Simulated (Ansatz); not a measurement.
# Cr2O3 (Eskolaite): the cost of one run

Program: Ansatz 0.2.0. Level of theory: DFT PBE+U (U_eff = 3.7 eV on Cr 3d), scalar-relativistic, plane waves, PAW. These are calculated values, not measurements.

## 1. The structure to begin with

Symmetry: R-3c, No. 167, trigonal system. The conventional cell has a = 4.957 Å, b = 4.957 Å, c = 13.592 Å, α = 90.00°, β = 90.00°, γ = 120.00°. Around Cr (site symmetry 3) lie 6 O at 1.96 to 2.01 Å. Around O (site symmetry 2) lie 4 Cr at 1.96 to 2.01 Å.

Structure file:

```cif
data_structure
_symmetry_space_group_name_H-M 'P 1'
_symmetry_Int_Tables_number 1
_cell_length_a 5.3590
_cell_length_b 5.3590
_cell_length_c 5.3590
_cell_angle_alpha 55.097
_cell_angle_beta 55.097
_cell_angle_gamma 55.097
_cell_volume 96.41
loop_
_atom_site_label
_atom_site_type_symbol
_atom_site_fract_x
_atom_site_fract_y
_atom_site_fract_z
_atom_site_occupancy
Cr1 Cr 0.34748 0.34748 0.34748 1
Cr2 Cr 0.15252 0.15252 0.15252 1
Cr3 Cr 0.65252 0.65252 0.65252 1
Cr4 Cr 0.84748 0.84748 0.84748 1
O1 O 0.55580 0.94420 0.25000 1
O2 O 0.25000 0.55580 0.94420 1
O3 O 0.94420 0.25000 0.55580 1
O4 O 0.44420 0.05580 0.75000 1
O5 O 0.75000 0.44420 0.05580 1
O6 O 0.05580 0.75000 0.44420 1
```

The moments start at Cr 3.00 μB.

## 2. First run, at the start cell

input.yaml

```yaml
crystal:
  lattice:
    - [2.4785, 1.4309626422, 4.5307666667]
    - [-2.4785, 1.4309626422, 4.5307666667]
    - [0.0, -2.8619252844, 4.5307666667]
  atoms:
    - { symbol: Cr, position: [0.34748, 0.34748, 0.34748], spin: 3.0 }
    - { symbol: Cr, position: [0.15252, 0.15252, 0.15252], spin: 3.0 }
    - { symbol: Cr, position: [0.65252, 0.65252, 0.65252], spin: 3.0 }
    - { symbol: Cr, position: [0.84748, 0.84748, 0.84748], spin: 3.0 }
    - { symbol: O, position: [0.5558, 0.9442, 0.25] }
    - { symbol: O, position: [0.25, 0.5558, 0.9442] }
    - { symbol: O, position: [0.9442, 0.25, 0.5558] }
    - { symbol: O, position: [0.4442, 0.0558, 0.75] }
    - { symbol: O, position: [0.75, 0.4442, 0.0558] }
    - { symbol: O, position: [0.0558, 0.75, 0.4442] }
basis:
  ecutwfc: 420
  ecutrho_ratio: 4
kpoints:
  mp_grid: { grid: [4, 4, 4] }
hamiltonian:
  xc: pbe
  hubbard: { sites: [{ species: Cr, l: d, u_eff: 3.7 }] }
scf:
  occupations: { method: gaussian, width: 0.05 }
output:
  forces: true
  stress: true
  eigenvalues: true
  populations: true
  hubbard: { sites: [{ species: Cr, l: d }] }
magnetization:
  spin_polarized: true
```

On the command line:

```console
$ ansatz run input.yaml --threads 4 --pin off --max-ram 10240MiB --backend cpu --events-out ev --progress --plain --runs-dir out
```

**Question.** How long does this run take on 4 threads of Arm Neoverse V2, shared host, and how much memory does it need?

About 7.3 s, with a peak of 0.58 GiB.
